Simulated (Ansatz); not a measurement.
# Al2Cl2F2H2: small, medium and large basis sets

The task here is to estimate one member of a computed series from the others.

Computed with Ansatz 0.2.0, Gaussian basis. Level: one geometry, several basis sets.

Plan: PBE0-D4/def2-SVP; ωB97M-V/def2-SVP; PBE0-D4/def2-QZVPP; ωB97M-V/def2-QZVPP; the functionals' def2-TZVPP values are taken from earlier runs.

## The relaxed structure

The geometry comes from an earlier relaxation with PBE0-D4 in a triple-zeta def2 set; it is a stationary point, not always the lowest conformer.

8 atoms, charge 0, spin multiplicity 1.

Atoms are counted from 1 here; the program's logs count them from 0.

Bond lengths: F1–Al2 1.644 Å, Al2–Cl3 2.279 Å, Al2–Cl6 2.279 Å, Al2–H7 1.560 Å, Cl3–Al4 2.279 Å, Al4–F5 1.644 Å, Al4–Cl6 2.279 Å, Al4–H8 1.560 Å. Angles: F1–Al2–Cl3 106.9°, F1–Al2–Cl6 106.8°, F1–Al2–H7 123.3°, Cl3–Al2–Cl6 91.3°, Cl3–Al2–H7 111.9°, Cl6–Al2–H7 111.8°, Al2–Cl3–Al4 88.7°, Cl3–Al4–F5 106.9°, Cl3–Al4–Cl6 91.3°, Cl3–Al4–H8 111.8°, F5–Al4–Cl6 106.8°, F5–Al4–H8 123.3°, Cl6–Al4–H8 111.8°, Al2–Cl6–Al4 88.7°.

The first run:

Input file in.yaml:

```yaml
crystal:
  periodic: [false, false, false]
  atoms:
    - {symbol: F, position_ang: [1.586968, -1.891906, 1.142523]}
    - {symbol: Al, position_ang: [1.483238, -0.437974, 0.381598]}
    - {symbol: Cl, position_ang: [0.153203, -0.740450, -1.443983]}
    - {symbol: Al, position_ang: [-1.483038, 0.437724, -0.381962]}
    - {symbol: F, position_ang: [-1.594454, 1.891514, -1.142028]}
    - {symbol: Cl, position_ang: [-0.150471, 0.746139, 1.440848]}
    - {symbol: H, position_ang: [2.724352, 0.449259, 0.055275]}
    - {symbol: H, position_ang: [-2.719808, -0.454305, -0.052271]}
basis:
  gaussian: {orbitals: def2-SVP}
hamiltonian: {xc: pbe0, dispersion: d4}
output: {orbitals: {seedname: orbitals}}
```

Command:

```sh
$ ansatz run in.yaml --threads 4 --pin off --events-out ev --progress --plain --max-ram 10444MiB
```

Among the steps run: PBE0-D4 in def2-SVP; ωB97M-V in def2-SVP; PBE0-D4 in def2-QZVPP; ωB97M-V in def2-QZVPP.

One of the session's tables, all rows but one given; the rest of the session is left out.

It belongs to the step «Functionals by basis». 

| functional | basis | HOMO (eV) |
| --- | --- | --- |
| PBE0-D4 | def2-SVP | -9.45 |
| PBE0-D4 | def2-TZVPP | ? |
| PBE0-D4 | def2-QZVPP | -9.45 |
| ωB97M-V | def2-SVP | -11.60 |
| ωB97M-V | def2-TZVPP | -11.64 |
| ωB97M-V | def2-QZVPP | -11.66 |

**Question.** Estimate the row for PBE0-D4, def2-TZVPP.

**Answer.** HOMO (eV): -9.44. In the column «HOMO (eV)» it is the highest.
